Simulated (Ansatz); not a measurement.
# Sb, space group Im-3m: a convergence test of the k-point mesh

Program: the Ansatz DFT code, driven from Python.

The cells in order, each with its output:

```python
import warnings

import ansatz as az
import numpy as np
```

```python
warnings.simplefilter("ignore", az.DeckWarning)

vectors = np.array([
    [-1.725, 1.725, 1.725],
    [1.725, -1.725, 1.725],
    [1.725, 1.725, -1.725],
])
crystal = az.Lattice.of(vectors).atom("Sb", [0.0, 0.0, 0.0])

setup = (
    crystal.calculation()
    .functional("lda")
    .occupations("fermi_dirac", width=0.1)
)

rows = []
for value in [0.8, 0.6, 0.5, 0.4, 0.33]:
    r = setup.kpoints(spacing=value).run(threads=1, backend="cpu").report
    rows.append((value, r["free_energy_ev"] / len(r["lattice"]["sites"]), r["n_iterations"], r["n_kpoints"]))
```

    

```python
print("spacing (1/A)   F/atom (eV)    iterations      k-points")
for row in rows:
    print(f"{str(row[0]):>12s}  {row[1]:12.5f}  {row[2]:12d}  {row[3]:12d}")
```

    spacing (1/A)   F/atom (eV)    iterations      k-points
             0.8   -6335.33085             6             8
             0.6   -6335.33513             6            10
             0.5   -6335.23826             7            16
             0.4   -6335.25033             7            20
            0.33   -6335.29790             6            29

```python
# the last row is the reference
for row in rows[:-1]:
    shift = 1000 * (row[1] - rows[-1][1])
    print(f"{row[0]}: {shift:+.2f} meV/atom" + ("  (within 5 meV)" if abs(shift) < 5 else ""))
```

    0.8: -32.95 meV/atom
    0.6: -37.22 meV/atom
    0.5: +59.64 meV/atom
    0.4: +47.57 meV/atom

What to keep in mind:
- This isn't the structure that Sb takes at ambient conditions.
- Shifts are counted from the finest mesh, which is itself no proven limit.
- Hardware and time: 1.4 s on 1 thread of Intel(R) Xeon(R) 6975P-C (Granite Rapids) (shared host), peak memory 0.35 GiB.

(Lines on the test bed's own set-up are left out of the output.)
